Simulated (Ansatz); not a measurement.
# AsH7SSi2: one species, many methods

An exercise on one series of results from a longer session: the logs are not shown, and one member is left open.

The runs use Ansatz 0.2.0, Gaussian basis; functionals in def2-TZVPP, the program's frozen cores in correlated methods.

The runs, in order: PBE-D4, r2SCAN-D4, PBE0-D4, B3LYP-D4, ωB97X-V, ωB97M-V, B2PLYP; CCSD(T)/def2-TZVPP; MP2/def2-QZVPP; extrapolation to the limit.

### Structure used throughout

An earlier PBE0-D4 in a triple-zeta def2 set relaxation fixed the geometry.

11 atoms, charge 0, spin multiplicity 1.

Atoms are counted from 1 here; the program's logs count them from 0.

Bond lengths: Si1–Si2 2.336 Å, Si1–H5 1.485 Å, Si1–H6 1.488 Å, Si1–H7 1.488 Å, Si2–As3 2.374 Å, Si2–H8 1.487 Å, Si2–H9 1.491 Å, As3–S4 2.251 Å, As3–H10 1.526 Å, S4–H11 1.342 Å. Angles: Si2–Si1–H5 110.3°, Si2–Si1–H6 110.9°, Si2–Si1–H7 108.5°, H5–Si1–H6 109.0°, H5–Si1–H7 109.1°, H6–Si1–H7 108.9°, Si1–Si2–As3 112.7°, Si1–Si2–H8 111.9°, Si1–Si2–H9 110.1°, As3–Si2–H8 106.4°, As3–Si2–H9 106.7°, H8–Si2–H9 108.7°, Si2–As3–S4 94.9°, Si2–As3–H10 93.2°, S4–As3–H10 96.4°, As3–S4–H11 93.9°.

Coordinates:

```
Si   -0.8960    1.5714   -0.1283
Si    0.0667   -0.0661    1.2317
As    1.5260   -1.5082    0.0372
S     0.0696   -1.9191   -1.6289
H    -1.5997    0.9421   -1.2751
H    -1.8651    2.3988    0.6403
H     0.1859    2.4517   -0.6456
H    -0.9598   -0.9365    1.8644
H     0.8792    0.5721    2.3066
H     2.2470   -0.3504   -0.6482
H     0.4116   -3.2128   -1.7336
```

Set-up of the first run:

Input file in.yaml:

```yaml
crystal:
  periodic: [false, false, false]
  atoms:
    - {symbol: Si, position_ang: [-0.895956, 1.571407, -0.128310]}
    - {symbol: Si, position_ang: [0.066670, -0.066077, 1.231695]}
    - {symbol: As, position_ang: [1.526026, -1.508210, 0.037232]}
    - {symbol: S, position_ang: [0.069573, -1.919068, -1.628945]}
    - {symbol: H, position_ang: [-1.599749, 0.942114, -1.275108]}
    - {symbol: H, position_ang: [-1.865056, 2.398758, 0.640306]}
    - {symbol: H, position_ang: [0.185870, 2.451680, -0.645607]}
    - {symbol: H, position_ang: [-0.959764, -0.936467, 1.864440]}
    - {symbol: H, position_ang: [0.879205, 0.572145, 2.306637]}
    - {symbol: H, position_ang: [2.246995, -0.350373, -0.648151]}
    - {symbol: H, position_ang: [0.411587, -3.212811, -1.733590]}
basis:
  gaussian: {orbitals: def2-TZVPP}
hamiltonian: {xc: pbe, dispersion: d4}
output: {forces: true, orbitals: {seedname: orbitals}}
```

Launch:

```
> ansatz run in.yaml --threads 4 --pin off --events-out ev --progress --plain --max-ram 10444MiB
```

Steps of the session up to this table: PBE-D4 (GGA); r2SCAN-D4 (meta-GGA); PBE0-D4 (hybrid); B3LYP-D4 (hybrid); ωB97X-V (range-separated); ωB97M-V (range-separated); B2PLYP (double hybrid); CCSD(T) in def2-TZVPP; MP2 in def2-QZVPP.

One of the session's tables, all rows but one given; the rest of the session is left out.

| method | atomisation energy (kcal/mol) |
| --- | --- |
| PBE-D4 | 723.0 |
| r2SCAN-D4 | 725.9 |
| PBE0-D4 | 717.7 |
| B3LYP-D4 | 726.3 |
| ωB97X-V | 735.5 |
| ωB97M-V | 725.1 |
| B2PLYP | 710.1 |
| HF/def2-TZVPP | 518.0 |
| MP2/def2-TZVPP | 693.8 |
| CCSD/def2-TZVPP | 693.4 |
| CCSD(T)/def2-TZVPP | ? |
| MP2/CBS | 715.7 |
| CCSD(T)/CBS | 725.1 |

Estimate the missing values for CCSD(T)/def2-TZVPP.

The run gave: atomisation energy (kcal/mol): 703.2. In the column «atomisation energy (kcal/mol)» it lies between MP2/def2-TZVPP (693.8) and B2PLYP (710.1).

Among the levels timed on like hardware and quicker than the yardstick, those that no quicker one beats, quickest first: PBE-D4 (5.5 s, -2.1 kcal/mol); r2SCAN-D4 (12 s, +0.9 kcal/mol); ωB97M-V (29 s, 0.0 kcal/mol).

B2PLYP carry no dispersion term (for B3LYP, D4 adds 12.7 kcal/mol).
